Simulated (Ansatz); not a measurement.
# Lu3Si (antiAuCu3): other levels of theory at one geometry

An exercise on one series of results from a longer session: the logs are not shown, and one member is left open.

Computed with Ansatz 0.2.0 (DFT at several levels, plane waves, PAW, unless a step's input says otherwise).

1 further run of the same task is left out (it didn't finish). Runs told in other sessions of the task aren't counted.

## The starting structure

It takes space group Pm-3m (No. 221, cubic). Conventional cell: a = 4.521 Å, b = 4.521 Å, c = 4.521 Å, α = 90.00°, β = 90.00°, γ = 90.00°. Lu (site symmetry 4/mmm) has 8 Lu at 3.20 Å and 4 Si at 3.20 Å in its first shell of neighbours. Around Si (site symmetry m-3m) lie 12 Lu at 3.20 Å.

Coordinates:

```cif
data_structure
_symmetry_space_group_name_H-M 'Pm-3m'
_symmetry_Int_Tables_number 221
_cell_length_a 4.5207
_cell_length_b 4.5207
_cell_length_c 4.5207
_cell_angle_alpha 90.000
_cell_angle_beta 90.000
_cell_angle_gamma 90.000
_cell_volume 92.39
loop_
_atom_site_label
_atom_site_type_symbol
_atom_site_symmetry_multiplicity
_atom_site_Wyckoff_symbol
_atom_site_fract_x
_atom_site_fract_y
_atom_site_fract_z
_atom_site_occupancy
Lu1 Lu 3 c 0.00000 0.50000 0.50000 1
Si1 Si 1 a 0.00000 0.00000 0.00000 1
```

An earlier run at PBE left this cell at 23.097 Å³/atom and -0.01 GPa (8×8×8 mesh), metallic.

Levels to run: PBE+SOC; r²SCAN; PBEsol; LDA. Hardware: 2 threads of Arm Neoverse V2, shared host.

Set-up of the first run:

input.yaml reads:

```yaml
crystal:
  lattice:
    - [4.5206760063, 0.0, 0.0]
    - [0.0, 4.5206760063, 0.0]
    - [0.0, 0.0, 4.5206760063]
  atoms:
    - { symbol: Lu, position: [0.0, 0.5, 0.5] }
    - { symbol: Lu, position: [0.5, 0.5, 0.0] }
    - { symbol: Lu, position: [0.5, 0.0, 0.5] }
    - { symbol: Si, position: [0.0, 0.0, 0.0] }
basis:
  ecutwfc: 420
  ecutrho_ratio: 4
kpoints:
  mp_grid: { grid: [8, 8, 8] }
hamiltonian:
  xc: pbe
scf:
  occupations: { method: gaussian, width: 0.05 }
output:
  forces: true
  stress: true
  eigenvalues: true
  populations: true
  hubbard: { sites: [{ species: Lu, l: f }] }
  dos: { projected: true, de: 0.02 }
  write_density: true
  write_potential: true
  elf: true
  volumetric_format: npy
magnetization:
  noncollinear: true
  spin_orbit: true
```

Command:

```bash
ansatz run input.yaml --threads 2 --pin off --max-ram 2662MiB --backend cpu --events-out ev --progress --plain --runs-dir out
```

Among the steps run: PBE+SOC; r²SCAN; PBEsol; LDA.

One of the session's tables, all rows but one given; the rest of the session is left out.

| level | pressure (GPa) |
| --- | --- |
| PBE | 0.0 |
| LDA | -6.1 |
| PBEsol | -3.3 |
| PBE+SOC | ? |
| r²SCAN | -1.2 |

Q: Estimate the row for PBE+SOC from the others.

The run gave: pressure (GPa): -0.3. In the column «pressure (GPa)» it lies between r²SCAN (-1.2) and PBE (0.0).

The pressure runs from -6.1 GPa (LDA) to 0.0 GPa (PBE); a negative pressure means that level wants a smaller cell, a positive one a larger cell. Total energies of different levels have different zeros and can't be compared.
